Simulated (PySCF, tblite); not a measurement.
# C3H11BO3Si: a rotation path, then NMR shifts on frames

Aim: move C3H11BO3Si (`CC(C)OB(O)O[SiH3]`) away from its starting geometry and see how NMR shifts follow the geometry.

The runs use tblite 0.8.0 and PySCF 2.14.0, with density-fitted response routines of our own; the level of theory stands in each step. All values are computed, except where a source is named. Atoms count from 0, in the outputs and in this text.

## 1. Starting geometry

19 atoms, charge 0, multiplicity 1; geometry from: GFN2-xTB.

Bonds of the start (Å): C0–C1 1.53, C1–C2 1.53, C1–O3 1.42, O3–B4 1.35, B4–O5 1.37, B4–O6 1.35, O6–Si7 1.62, C0–H8 1.09, C0–H9 1.09, C0–H10 1.09, C1–H11 1.10, C2–H12 1.09, C2–H13 1.09, C2–H14 1.09, O5–H15 0.96, Si7–H16 1.46, Si7–H17 1.46, Si7–H18 1.46.

## 2. A band between two rotamers with GFN2-xTB

Job settings and geometry (Å):

```
{"job": {"kind": "neb", "xc": "GFN2-xTB", "basis": "xTB", "atoms": [2, 1, 3, 4], "turn": 120}, "charge": 0, "multiplicity": 1}
C     -2.114896     0.757981    -0.012071
C     -1.260557    -0.476375     0.268522
C     -1.470966    -0.994642     1.688122
O      0.120811    -0.157998     0.125413
B      0.736371    -0.084553    -1.074986
O      0.065206    -0.338391    -2.236366
O      2.046043     0.236679    -1.111357
Si     3.303405     0.618115    -0.169755
H     -3.166540     0.523343     0.128321
H     -1.956039     1.084746    -1.036134
H     -1.833839     1.563565     0.661981
H     -1.515138    -1.259313    -0.458469
H     -0.856128    -1.873659     1.860258
H     -1.185606    -0.228268     2.403756
H     -2.515078    -1.254369     1.838907
H      0.611525    -0.276956    -3.019104
H      2.990822     0.598391     1.257876
H      4.307358    -0.391430    -0.511951
H      3.683442     1.962384    -0.610425
```

Method: GFN2-xTB climbing-image nudged elastic band, gas phase.

Command:

```console
$ OMP_NUM_THREADS=1 python probes_run.py task.json out
```

The driver reads the jobs from task.json and runs them one after another.

What it wrote:

```text
image   E - E0 / eV
  0      -0.0000
  1       0.0153
  2       0.0514
  3       0.0914
  4       0.1130
  5       0.1045
  6       0.0703
  7       0.0267
  8      -0.0023
```

Run time: 4 s. Hardware: 1 thread of Intel Xeon Platinum 8488C, shared host; peak memory 0.19 GiB.

The final band, with the dihedral C2–C1–O3–B4:

```
image  dihedral (°)  energy (eV)  energy (kcal/mol)
    0           158        0.000                0.0
    1           176        0.015                0.4
    2           192        0.051                1.2
    3           210        0.091                2.1
    4           228        0.113                2.6
    5           247        0.105                2.4
    6           267        0.070                1.6
    7           285        0.027                0.6
    8           298       -0.002               -0.1
```

## 3. Shielding tensors: image 0, PBE0/pcSseg-1

Job settings and geometry (Å):

```
{"job": {"kind": "nmr", "xc": "PBE0", "basis": "pcSseg-1", "pop": false}, "charge": 0, "multiplicity": 1}
C     -2.114900     0.758000    -0.012100
C     -1.260600    -0.476400     0.268500
C     -1.471000    -0.994600     1.688100
O      0.120800    -0.158000     0.125400
B      0.736400    -0.084600    -1.075000
O      0.065200    -0.338400    -2.236400
O      2.046000     0.236700    -1.111400
Si     3.303400     0.618100    -0.169800
H     -3.166500     0.523300     0.128300
H     -1.956000     1.084700    -1.036100
H     -1.833800     1.563600     0.662000
H     -1.515100    -1.259300    -0.458500
H     -0.856100    -1.873700     1.860300
H     -1.185600    -0.228300     2.403800
H     -2.515100    -1.254400     1.838900
H      0.611500    -0.277000    -3.019100
H      2.990800     0.598400     1.257900
H      4.307400    -0.391400    -0.512000
H      3.683400     1.962400    -0.610400
```

Level: GIAO PBE0/pcSseg-1 NMR shielding, non-relativistic, gas phase.

What it wrote:

```text
coarse grid: 16048 points
cycle   1  E = -660.2807292349  dE =  9.752e-01  |g| = 1.041e+00  |ddm| = 3.674e+00
cycle   2  E = -660.1195429231  dE =  1.612e-01  |g| = 1.416e+00  |ddm| = 1.548e+00
cycle   3  E = -660.4736923588  dE = -3.541e-01  |g| = 9.197e-02  |ddm| = 9.742e-01
cycle   4  E = -660.4749380338  dE = -1.246e-03  |g| = 4.859e-02  |ddm| = 8.456e-02
cycle   5  E = -660.4753807030  dE = -4.427e-04  |g| = 1.154e-02  |ddm| = 3.294e-02
cycle   6  E = -660.4754012686  dE = -2.057e-05  |g| = 3.422e-03  |ddm| = 7.934e-03
cycle   7  E = -660.4754036721  dE = -2.403e-06  |g| = 3.476e-04  |ddm| = 2.360e-03
final grid: 149480 points
cycle   8  E = -660.5514791849  dE = -4.499e-05  |g| = 1.220e-02  |ddm| = 2.794e-02
cycle   9  E = -660.5514565543  dE =  2.263e-05  |g| = 1.662e-02  |ddm| = 1.683e-02
cycle  10  E = -660.5515073133  dE = -5.076e-05  |g| = 1.151e-03  |ddm| = 9.948e-03
cycle  11  E = -660.5515075755  dE = -2.622e-07  |g| = 2.714e-04  |ddm| = 9.639e-04
cycle  12  E = -660.5515075872  dE = -1.171e-08  |g| = 1.028e-04  |ddm| = 2.188e-04
cycle  13  E = -660.5515075890  dE = -1.833e-09  |g| = 2.399e-05  |ddm| = 7.281e-05
cycle  14  E = -660.5515075891  dE = -1.087e-10  |g| = 5.364e-06  |ddm| = 2.051e-05
converged SCF energy = -660.5515075891

GIAO shielding tensors (ppm)
atom      isotropic    diamagn.    paramagn.     s11        s22        s33       span
  0 C      161.020     249.513     -88.493    141.560    154.762    186.739     45.179
  1 C      116.870     241.361    -124.491     86.691    106.569    157.351     70.659
  2 C      160.811     247.211     -86.400    142.701    153.399    186.334     43.633
  3 O      213.010     399.993    -186.983    132.639    233.728    272.663    140.024
  4 B       85.657     199.091    -113.434     80.940     85.977     90.055      9.115
  5 O      247.613     389.146    -141.533    181.957    272.519    288.363    106.407
  6 O      274.016     399.571    -125.555    199.216    302.409    320.423    121.207
  7 Si     393.482     880.276    -486.793    357.940    360.068    462.439    104.499
  8 H       30.802      29.712       1.089     26.558     28.337     37.510     10.951
  9 H       29.911      31.219      -1.308     25.018     29.973     34.744      9.726
 10 H       30.672      31.404      -0.732     28.136     28.687     35.194      7.058
 11 H       27.234      31.732      -4.498     23.949     27.800     29.954      6.005
 12 H       30.213      30.289      -0.076     26.183     28.114     36.341     10.158
 13 H       30.417      30.646      -0.228     27.613     28.746     34.892      7.279
 14 H       30.772      29.164       1.608     26.536     28.478     37.301     10.765
 15 H       28.469      31.708      -3.239     21.596     24.308     39.503     17.907
 16 H       26.451      30.600      -4.149     22.759     26.271     30.323      7.563
 17 H       26.720      28.803      -2.083     23.108     24.921     32.130      9.022
 18 H       26.709      29.094      -2.385     23.200     24.900     32.027      8.827
```

It took 35 s on 1 thread of Intel Xeon Platinum 8488C, shared host; peak memory 0.95 GiB.

The references, computed at this level on geometries of the same kind, shield at (ppm): 1H TMS 31.72, 13C TMS 186.9, 29Si TMS 349.2, 17O H2O 336.1, 11B BF3·OEt2 100.1. Their shielding less the atom's gives the shift. The references are single molecules in the gas phase, so shifts against H2O, NH3, PH3, H3PO4 or CFCl3 are not on the usual liquid scales and can be off by tens of ppm. Each atom is listed at this fixed geometry, with no averaging over motion; a spectrum would average atoms that exchange fast.

```
atoms                        environment  σ (ppm)  δ (ppm)
   C1                 sp3 CH bonded to O    116.9     70.1
   C2                      methyl carbon    160.8     26.1
   C0                      methyl carbon    161.0     25.9
  H16  hydrogen on a silicon bonded to O    26.45     5.27
  H18  hydrogen on a silicon bonded to O    26.71     5.01
  H17  hydrogen on a silicon bonded to O    26.72     5.00
  H11  hydrogen on an sp3 CH bonded to O    27.23     4.48
  H15  hydrogen on an oxygen bonded to B    28.47     3.25
   H9        hydrogen on a methyl carbon    29.91     1.81
  H12        hydrogen on a methyl carbon    30.21     1.50
  H13        hydrogen on a methyl carbon    30.42     1.30
  H10        hydrogen on a methyl carbon    30.67     1.04
  H14        hydrogen on a methyl carbon    30.77     0.95
   H8        hydrogen on a methyl carbon    30.80     0.92
   O3              oxygen bonded to C, B    213.0    123.1
   O5              oxygen bonded to B, H    247.6     88.5
   O6             oxygen bonded to B, Si    274.0     62.1
   B4                boron bonded to 3 O     85.7     14.4
  Si7           silicon bonded to O, 3 H    393.5    -44.3
```

## 4. Shielding tensors: image 2, PBE0/pcSseg-1

Job settings and geometry (Å):

```
{"job": {"kind": "nmr", "xc": "PBE0", "basis": "pcSseg-1", "pop": false}, "charge": 0, "multiplicity": 1}
C     -2.170200     0.432100    -0.260300
C     -1.237200    -0.622600     0.325000
C     -1.439700    -0.742900     1.834700
O      0.135000    -0.308900     0.107100
B      0.692300     0.108100    -1.048300
O     -0.009800     0.258900    -2.211000
O      2.012800     0.389400    -1.048100
Si     3.357500     0.419600    -0.155900
H     -3.199100     0.189700    -0.011800
H     -2.058900     0.469000    -1.339100
H     -1.919000     1.407100     0.151100
H     -1.441900    -1.593000    -0.151400
H     -0.793400    -1.515400     2.240900
H     -1.192500     0.202000     2.311700
H     -2.475000    -0.990700     2.052500
H      0.524100     0.586400    -2.935000
H      3.165100    -0.097500     1.197900
H      4.288100    -0.412800    -0.921500
H      3.752000     1.830800    -0.145900
```

Level: GIAO PBE0/pcSseg-1 NMR shielding, non-relativistic, gas phase.

What it wrote:

```text
coarse grid: 16048 points
cycle   1  E = -660.2762512383  dE =  9.863e-01  |g| = 1.042e+00  |ddm| = 3.672e+00
cycle   2  E = -660.1148440532  dE =  1.614e-01  |g| = 1.416e+00  |ddm| = 1.554e+00
cycle   3  E = -660.4693728768  dE = -3.545e-01  |g| = 9.511e-02  |ddm| = 9.846e-01
cycle   4  E = -660.4707458904  dE = -1.373e-03  |g| = 4.871e-02  |ddm| = 8.751e-02
cycle   5  E = -660.4711884813  dE = -4.426e-04  |g| = 1.190e-02  |ddm| = 3.296e-02
cycle   6  E = -660.4712105341  dE = -2.205e-05  |g| = 3.493e-03  |ddm| = 8.283e-03
cycle   7  E = -660.4712130251  dE = -2.491e-06  |g| = 3.480e-04  |ddm| = 2.407e-03
final grid: 149480 points
cycle   8  E = -660.5473044780  dE = -4.145e-05  |g| = 1.223e-02  |ddm| = 2.408e-02
cycle   9  E = -660.5472814630  dE =  2.301e-05  |g| = 1.672e-02  |ddm| = 1.676e-02
cycle  10  E = -660.5473324338  dE = -5.097e-05  |g| = 1.122e-03  |ddm| = 9.973e-03
cycle  11  E = -660.5473326828  dE = -2.490e-07  |g| = 2.701e-04  |ddm| = 9.477e-04
cycle  12  E = -660.5473326944  dE = -1.163e-08  |g| = 9.826e-05  |ddm| = 2.140e-04
cycle  13  E = -660.5473326961  dE = -1.684e-09  |g| = 2.383e-05  |ddm| = 7.085e-05
cycle  14  E = -660.5473326962  dE = -1.080e-10  |g| = 5.014e-06  |ddm| = 1.960e-05
converged SCF energy = -660.5473326962

GIAO shielding tensors (ppm)
atom      isotropic    diamagn.    paramagn.     s11        s22        s33       span
  0 C      162.036     250.700     -88.664    144.166    157.315    184.628     40.461
  1 C      115.930     240.149    -124.219     86.956    103.521    157.313     70.357
  2 C      159.251     247.939     -88.688    139.529    152.140    186.083     46.555
  3 O      219.232     399.762    -180.530    146.195    232.322    279.178    132.983
  4 B       86.208     198.859    -112.651     81.022     85.683     91.918     10.896
  5 O      240.337     389.337    -149.000    181.491    261.397    278.125     96.634
  6 O      272.490     399.514    -127.023    202.034    299.067    316.370    114.336
  7 Si     394.487     880.260    -485.773    359.663    361.277    462.522    102.859
  8 H       30.896      29.885       1.011     26.455     28.772     37.461     11.006
  9 H       28.622      31.141      -2.518     22.362     29.675     33.830     11.469
 10 H       30.896      31.916      -1.019     28.608     28.991     35.090      6.482
 11 H       27.328      30.855      -3.528     24.215     26.483     31.285      7.071
 12 H       30.092      30.345      -0.252     26.136     27.927     36.215     10.079
 13 H       30.509      30.992      -0.483     27.855     28.931     34.742      6.887
 14 H       30.817      29.346       1.471     26.533     28.677     37.241     10.707
 15 H       28.392      31.873      -3.482     21.448     24.607     39.119     17.671
 16 H       26.472      30.436      -3.964     22.846     26.170     30.400      7.554
 17 H       26.709      28.675      -1.967     23.053     24.951     32.121      9.068
 18 H       26.704      29.173      -2.469     23.206     24.928     31.979      8.773
```

Run time: 36 s. Hardware: 1 thread of Intel Xeon Platinum 8488C, shared host; peak memory 0.85 GiB.

Key values: δ C1 71.0, C2 27.7, C0 24.9, O3 116.8, H16 5.25, H18 5.01 ppm.

[end of part 1 of 2]
